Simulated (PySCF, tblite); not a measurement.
# C5H16BNSi: geometry, infrared bands and NMR shifts

What infrared bands and NMR shifts should C5H16BNSi (`[BH3-][N@@H+]([SiH3])[C@@H]1CC[C@H]1C`) show?

Programs: tblite 0.8.0 and PySCF 2.14.0, with density-fitted response routines of our own. Each step states its level of theory. These are calculated values for one molecule in the gas phase, unless marked as measured. Atoms are numbered from 0 throughout.

### Step 1. Starting geometry

24 atoms, charge 0, multiplicity 1; geometry from: force field or distance geometry start.

Bonds of the start (Å): B0–N1 1.55, N1–Si2 1.83, N1–C3 1.48, C3–C4 1.55, C4–C5 1.53, C5–C6 1.53, C6–C7 1.53, C6–C3 1.54, B0–H8 1.19, B0–H9 1.20, B0–H10 1.19, N1–H11 1.05, Si2–H12 1.48, Si2–H13 1.47, Si2–H14 1.46, C3–H15 1.12, C4–H16 1.11, C4–H17 1.12, C5–H18 1.11, C5–H19 1.10, C6–H20 1.10, C7–H21 1.12, C7–H22 1.11, C7–H23 1.11.

### Step 2. Optimising the geometry with GFN2-xTB

The job: settings as JSON, then the geometry in Å.

```
{"job": {"kind": "relax", "xc": "GFN2-xTB", "basis": "xTB"}, "charge": 0, "multiplicity": 1}
B      1.812400     0.496200    -1.220500
N      1.116700    -0.493300    -0.256600
Si     2.337300    -0.932100     1.032600
C     -0.088800     0.106300     0.359600
C     -0.936900    -0.907700     1.171600
C     -2.108800    -0.698500     0.208100
C     -1.261700     0.274700    -0.618300
C     -1.817900     1.700100    -0.644000
H      2.798500     0.016100    -1.683200
H      1.075500     0.756500    -2.125400
H      2.081400     1.513800    -0.660200
H      0.872500    -1.370400    -0.773900
H      1.771900    -1.950400     1.939400
H      2.676500     0.267500     1.809700
H      3.541100    -1.459700     0.404400
H      0.132400     1.016900     0.977200
H     -1.158600    -0.545400     2.196200
H     -0.560800    -1.957100     1.128500
H     -2.979700    -0.225900     0.718600
H     -2.353700    -1.620500    -0.346400
H     -1.070000    -0.122800    -1.629500
H     -2.763000     1.714200    -1.240700
H     -1.081100     2.380700    -1.115600
H     -2.046800     2.060500     0.375800
```

Command:

```bash
$ OMP_NUM_THREADS=1 python probes_run.py task.json out
```

The driver reads the jobs from task.json and runs them one after another.

The log of the run:

```text
step      E/eV     max force
  0    -673.65532    2.044
  1    -673.85774    1.079
  2    -674.00044    0.498
  3    -674.03172    0.427
  4    -674.05521    0.358
  5    -674.06756    0.226
  6    -674.07677    0.152
  7    -674.08076    0.135
  8    -674.08333    0.128
  9    -674.08542    0.084
 10    -674.08721    0.089
 11    -674.08856    0.083
 12    -674.08967    0.095
 13    -674.09079    0.074
 14    -674.09193    0.071
 15    -674.09286    0.067
 16    -674.09355    0.052
 17    -674.09411    0.046
 18    -674.09462    0.042
 19    -674.09514    0.059
 20    -674.09571    0.072
 21    -674.09630    0.059
 22    -674.09681    0.042
 23    -674.09721    0.039
 24    -674.09759    0.036
 25    -674.09807    0.053
 26    -674.09871    0.054
 27    -674.09949    0.063
 28    -674.10034    0.063
 29    -674.10128    0.058
 30    -674.10230    0.082
 31    -674.10344    0.085
 32    -674.10467    0.067
 33    -674.10598    0.076
 34    -674.10736    0.074
 35    -674.10864    0.077
 36    -674.10969    0.071
 37    -674.11063    0.066
 38    -674.11174    0.073
 39    -674.11315    0.089
 40    -674.11462    0.091
 41    -674.11589    0.068
 42    -674.11707    0.073
 43    -674.11840    0.084
 44    -674.11993    0.094
 45    -674.12146    0.086
 46    -674.12277    0.073
 47    -674.12397    0.074
 48    -674.12518    0.082
 49    -674.12642    0.126
 50    -674.12773    0.086
 51    -674.12925    0.077
 52    -674.13007    0.063
 53    -674.13080    0.069
 54    -674.13156    0.073
 55    -674.13230    0.056
 56    -674.13300    0.057
 57    -674.13355    0.046
 58    -674.13402    0.049
 59    -674.13460    0.055
 60    -674.13536    0.065
 61    -674.13618    0.070
 62    -674.13685    0.056
 63    -674.13736    0.051
 64    -674.13784    0.074
 65    -674.13827    0.062
 66    -674.13861    0.043
 67    -674.13878    0.025
 68    -674.13888    0.025
 69    -674.13900    0.036
 70    -674.13917    0.035
 71    -674.13931    0.023
 72    -674.13942    0.022
 73    -674.13954    0.023
 74    -674.13970    0.037
 75    -674.13988    0.037
 76    -674.14004    0.026
 77    -674.14017    0.021
 78    -674.14025    0.018
 79    -674.14031    0.018
 80    -674.14037    0.016
 81    -674.14043    0.017
 82    -674.14049    0.020
 83    -674.14055    0.018
 84    -674.14059    0.013
 85    -674.14063    0.013
 86    -674.14067    0.015
 87    -674.14072    0.015
 88    -674.14076    0.015
 89    -674.14081    0.013
 90    -674.14085    0.011
 91    -674.14088    0.015
 92    -674.14091    0.012
 93    -674.14093    0.009
```

Wall time 0.8 s (1 thread of Arm Neoverse V1, shared host); peak memory 0.18 GiB.

The steps of the relaxation: (not every step is listed)

```
step  energy from step 0 (eV)  largest force (eV/Å)
   0                   0.0000                2.0444
   1                  -0.2024                1.0791
   2                  -0.3451                0.4982
   3                  -0.3764                0.4271
   4                  -0.3999                0.3585
   5                  -0.4122                0.2258
   6                  -0.4215                0.1522
   7                  -0.4254                0.1347
   8                  -0.4280                0.1276
  16                  -0.4382                0.0520
  24                  -0.4423                0.0360
  32                  -0.4494                0.0669
  40                  -0.4593                0.0907
  48                  -0.4699                0.0817
  56                  -0.4777                0.0574
  64                  -0.4825                0.0743
  72                  -0.4841                0.0225
  80                  -0.4851                0.0157
  88                  -0.4854                0.0148
  89                  -0.4855                0.0132
  90                  -0.4855                0.0112
  91                  -0.4856                0.0146
  92                  -0.4856                0.0117
  93                  -0.4856                0.0090
```

Close pairs (by a distance rule), those that changed most:

```
  bond  before (Å)  after (Å)  change (Å)
 B0–N1       1.547      1.676      +0.129
N1–Si2       1.829      1.788      -0.041
N1–H11       1.047      1.016      -0.031
C3–H15       1.122      1.091      -0.031
C7–H21       1.118      1.088      -0.030
C5–H18       1.115      1.088      -0.027
C4–H17       1.116      1.090      -0.026
 N1–C3       1.481      1.455      -0.025
```

The next job starts from the end point, and lists it.

### Step 3. Infrared spectrum with GFN2-xTB

The job: settings as JSON, then the geometry in Å.

```
{"job": {"kind": "ir", "xc": "GFN2-xTB", "basis": "xTB"}, "charge": 0, "multiplicity": 1}
B      1.785802     0.728726    -1.182936
N      1.149342    -0.430981    -0.154024
Si     2.403972    -0.906881     1.027465
C     -0.126656    -0.020235     0.412607
C     -0.960836    -1.095954     1.133620
C     -2.201845    -0.632493     0.357386
C     -1.298512     0.208281    -0.565335
C     -1.710005     1.644270    -0.819971
H      2.900395     0.362541    -1.416195
H      1.099449     0.734100    -2.156568
H      1.761603     1.755581    -0.580550
H      0.970622    -1.191162    -0.803835
H      1.721517    -1.699295     2.060410
H      2.952173     0.306071     1.612220
H      3.339789    -1.753676     0.299056
H      0.056107     0.857425     1.034829
H     -1.011743    -1.020117     2.217735
H     -0.651639    -2.105452     0.864537
H     -2.866157    -0.014084     0.956972
H     -2.785031    -1.414993    -0.122995
H     -1.110717    -0.293409    -1.516364
H     -2.601069     1.679441    -1.443571
H     -0.904691     2.170174    -1.325263
H     -1.923605     2.151887     0.118330
```

The log of the run:

```text
mode    cm-1     km/mol
  1      67.8      4.74
  2      90.9      1.35
  3     124.2      2.61
  4     159.5      4.80
  5     200.2      0.39
  6     207.7      0.18
  7     226.7     11.74
  8     228.5      4.06
  9     288.1     10.78
 10     333.9      3.81
 11     394.7      3.71
 12     443.0      3.63
 13     534.5      6.00
 14     574.3     44.08
 15     630.3     11.69
 16     668.9     69.08
 17     721.5    142.92
 18     735.4    218.90
 19     794.0    174.02
 20     800.1    264.06
 21     819.6     11.40
 22     850.4     18.78
 23     881.3     39.95
 24     915.0     39.05
 25     939.5      7.46
 26     954.4      2.72
 27     983.5      6.95
 28     988.6     77.79
 29    1037.8      3.70
 30    1092.2      7.92
 31    1103.5      8.26
 32    1126.3    109.43
 33    1150.0     90.84
 34    1159.8    134.51
 35    1170.3     42.15
 36    1187.6      3.00
 37    1222.4     11.12
 38    1230.5      1.71
 39    1241.7      5.35
 40    1247.1      0.12
 41    1253.5     51.20
 42    1260.4     35.23
 43    1275.1      2.96
 44    1333.1     11.57
 45    1362.5     47.02
 46    1405.0      7.78
 47    1473.8      0.21
 48    1487.9      1.58
 49    1492.8      3.25
 50    1497.8      2.26
 51    2221.7    311.13
 52    2323.3    143.11
 53    2357.4    212.10
 54    2398.4    358.96
 55    2442.9    310.94
 56    2463.9    138.36
 57    2966.4      9.36
 58    2974.3     27.55
 59    2992.7     21.17
 60    3009.9     38.08
 61    3014.9     57.69
 62    3022.6     29.86
 63    3028.5     57.04
 64    3032.4     53.97
 65    3055.4     10.45
 66    3348.0      4.07
```

Run time: 1.2 s. Hardware: 1 thread of Arm Neoverse V1, shared host; peak memory 0.18 GiB.

Which atoms move in the most intense modes:

```
cm⁻¹  km/mol                                  atoms
 735   218.9  N1 29 %, H14 20 %, H13 16 %, Si2 13 %
 794   174.0                     H12 55 %, H13 26 %
 800   264.1           H12 44 %, H14 26 %, H13 18 %
2222   311.1                               H12 96 %
2323   143.1                               H14 91 %
2357   212.1                               H13 91 %
2398   359.0                                H8 84 %
2443   310.9                      H9 56 %, H10 34 %
```

### Step 4. NMR shieldings: PBE0/pcSseg-1

Settings changed since step 3:

```diff
@@ -1,2 +1,2 @@
-{"job": {"kind": "ir", "xc": "GFN2-xTB", "basis": "xTB"}, "charge": 0, "multiplicity": 1}
+{"job": {"kind": "nmr", "xc": "PBE0", "basis": "pcSseg-1"}, "charge": 0, "multiplicity": 1}
 B      1.785802     0.728726    -1.182936
```

With the program's defaults for keys left out, this is: GIAO PBE0/pcSseg-1 NMR shielding, non-relativistic, gas phase.

The log of the run:

```text
coarse grid: 19128 points
cycle   1  E = -568.6012597796  dE =  7.236e-01  |g| = 4.729e-01  |ddm| = 4.207e+00
cycle   2  E = -568.6098556538  dE = -8.596e-03  |g| = 4.656e-01  |ddm| = 1.083e+00
cycle   3  E = -568.6703601794  dE = -6.050e-02  |g| = 5.387e-02  |ddm| = 5.262e-01
cycle   4  E = -568.6709410028  dE = -5.808e-04  |g| = 2.378e-02  |ddm| = 8.024e-02
cycle   5  E = -568.6710797198  dE = -1.387e-04  |g| = 5.189e-03  |ddm| = 2.577e-02
cycle   6  E = -568.6710852032  dE = -5.483e-06  |g| = 1.973e-03  |ddm| = 5.624e-03
final grid: 176120 points
cycle   7  E = -568.7179750081  dE = -7.236e-05  |g| = 1.048e-02  |ddm| = 4.909e-02
cycle   8  E = -568.7179614399  dE =  1.357e-05  |g| = 1.298e-02  |ddm| = 2.183e-02
cycle   9  E = -568.7180030660  dE = -4.163e-05  |g| = 1.208e-03  |ddm| = 1.251e-02
cycle  10  E = -568.7180033823  dE = -3.163e-07  |g| = 3.091e-04  |ddm| = 1.219e-03
cycle  11  E = -568.7180034015  dE = -1.918e-08  |g| = 8.810e-05  |ddm| = 3.179e-04
cycle  12  E = -568.7180034032  dE = -1.793e-09  |g| = 2.704e-05  |ddm| = 1.136e-04
cycle  13  E = -568.7180034034  dE = -1.660e-10  |g| = 4.582e-06  |ddm| = 2.524e-05
converged SCF energy = -568.7180034034

GIAO shielding tensors (ppm)
atom      isotropic    diamagn.    paramagn.     s11        s22        s33       span
  0 B      122.993     191.424     -68.432    105.093    111.865    152.019     46.926
  1 N      210.475     323.772    -113.297    176.714    210.800    243.911     67.197
  2 Si     398.052     880.432    -482.380    357.526    380.219    456.410     98.884
  3 C      126.128     249.815    -123.687    109.219    121.783    147.382     38.163
  4 C      157.485     251.956     -94.470    140.266    153.254    178.936     38.670
  5 C      165.007     253.469     -88.462    147.001    165.162    182.857     35.856
  6 C      144.728     248.467    -103.739    132.142    136.659    165.384     33.242
  7 C      162.625     245.782     -83.157    148.855    153.997    185.024     36.170
  8 H       29.697      31.242      -1.545     26.271     27.899     34.921      8.650
  9 H       29.492      32.429      -2.937     26.079     27.971     34.426      8.347
 10 H       30.134      32.447      -2.313     27.007     28.541     34.854      7.848
 11 H       30.143      35.919      -5.777     25.470     27.169     37.789     12.319
 12 H       27.318      30.107      -2.788     22.730     27.398     31.827      9.098
 13 H       27.457      29.519      -2.062     23.967     26.005     32.399      8.432
 14 H       27.316      29.383      -2.067     23.741     25.218     32.988      9.247
 15 H       29.206      35.185      -5.979     26.571     29.792     31.255      4.684
 16 H       29.300      31.712      -2.412     25.197     27.465     35.237     10.041
 17 H       30.269      33.126      -2.857     26.510     29.899     34.399      7.889
 18 H       30.466      32.006      -1.541     27.378     28.388     35.631      8.253
 19 H       29.721      30.954      -1.234     25.919     26.854     36.389     10.471
 20 H       29.312      33.732      -4.420     27.855     28.402     31.679      3.824
 21 H       30.427      28.556       1.871     26.116     27.344     37.820     11.704
 22 H       29.482      30.043      -0.561     24.381     29.140     34.926     10.546
 23 H       30.829      30.771       0.058     27.251     29.449     35.787      8.536
```

Run time: 61 s. Hardware: 1 thread of Arm Neoverse V1, shared host; peak memory 1.1 GiB.

The references, computed at this level on geometries of the same kind, shield at (ppm): ¹H TMS 31.72, ¹³C TMS 186.9, ²⁹Si TMS 349.2, ¹⁵N NH3 267.7, ¹¹B BF3·OEt2 100.1. Their shielding less the atom's gives the shift. The references are single molecules in the gas phase, so shifts against H2O, NH3, PH3, H3PO4 or CFCl3 are not on the usual liquid scales and can be off by tens of ppm. Atoms listed in one row are averaged.

```
        atoms                                     environment  σ (ppm)  δ (ppm)  δ scaled to CDCl3
           C3                              sp3 CH bonded to N    126.1     60.8               57.4
           C6                                sp3 CH in a ring    144.7     42.2               39.3
           C4                               sp3 CH2 in a ring    157.5     29.4               26.8
           C7                                   methyl carbon    162.6     24.3               21.8
           C5                               sp3 CH2 in a ring    165.0     21.9               19.5
H12, H13, H14               hydrogen on a silicon bonded to N    27.36     4.35                  –
          H15               hydrogen on an sp3 CH bonded to N    29.21     2.51               2.47
          H16                hydrogen on an sp3 CH2 in a ring    29.30     2.42               2.38
          H20                 hydrogen on an sp3 CH in a ring    29.31     2.41               2.37
          H19                hydrogen on an sp3 CH2 in a ring    29.72     2.00               1.99
  H8, H9, H10                 hydrogen on a boron bonded to N    29.77     1.94                  –
          H11  hydrogen on a donor nitrogen of a Lewis adduct    30.14     1.57                  –
H21, H22, H23                     hydrogen on a methyl carbon    30.25     1.47               1.49
          H17                hydrogen on an sp3 CH2 in a ring    30.27     1.45               1.47
          H18                hydrogen on an sp3 CH2 in a ring    30.47     1.25               1.29
           B0                          boron bonded to N, 3 H    123.0    -22.9                  –
           N1                donor nitrogen of a Lewis adduct    210.5     57.3                  –
          Si2                        silicon bonded to N, 3 H    398.1    -48.9                  –
```

The scaled column applies a straight-line fit of computed shieldings to shifts measured in CDCl3 (root-mean-square error 0.16 ppm for H, 1.9 ppm for C).

Charges from the same density, by scheme (e):

```
atoms  Mulliken    IAO  Hirshfeld  ESP fit
   B0     -0.10  -0.41      -0.09    -0.11
   N1     -0.65  -0.41      -0.09    -0.54
  Si2      0.57   0.75       0.40     0.50
   C3     -0.06  -0.02       0.04     0.14
   C4     -0.15  -0.28      -0.08    -0.06
   C5     -0.14  -0.27      -0.07    -0.36
   C6     -0.32  -0.10      -0.01     0.33
   C7     -0.17  -0.42      -0.12    -0.54
```

Mayer bond orders: B0–N1 0.57, N1–Si2 0.79, N1–C3 0.85, C3–C4 1.03, C4–C5 1.06, C5–C6 1.01, C6–C7 1.04, C6–C3 0.96.

Ring of atoms C3, C4, C5, C6: NICS(0) -2.0, NICS(1) -1.4, NICS(1)zz 3.4 ppm (means of both faces).

### Step 5. What came out

```
                                                              quantity                                                           value
                             strongest single infrared mode (GFN2-xTB)                                           2398 cm⁻¹, 359 km/mol
                                          zero-point energy (GFN2-xTB)                                                  125.8 kcal/mol
                                ¹³C shifts against TMS (PBE0/pcSseg-1)                                60.8, 42.2, 29.4, 24.3, 21.9 ppm
¹H shifts against TMS (PBE0/pcSseg-1, means over atoms taken as alike)  4.35, 2.51, 2.42, 2.41, 2.00, 1.94, 1.57, 1.47, 1.45, 1.25 ppm
                           ¹¹B shifts against BF3·OEt2 (PBE0/pcSseg-1)                                                       -22.9 ppm
                                ¹⁵N shifts against NH3 (PBE0/pcSseg-1)                                                        57.3 ppm
                               ²⁹Si shifts against TMS (PBE0/pcSseg-1)                                                       -48.9 ppm
```

Relaxing lowered the energy by 0.486 eV in 93 steps; the close pair that moved most is B0–N1, from 1.547 to 1.676 Å. All 66 modes are real, so the xTB geometry is a minimum. The strongest single mode, at 2398 cm⁻¹, moves mainly H8. Unscaled tight-binding wavenumbers are off by several per cent, some by more. Its intensities can rank the bands wrongly. C3 (sp3 CH bonded to N) lies farthest downfield among carbon, at 60.8 ppm; pulled downfield by the heteroatom. At PBE0/pcSseg-1: The largest span, 99 ppm, is at Si2, where the paramagnetic term is -482 ppm.
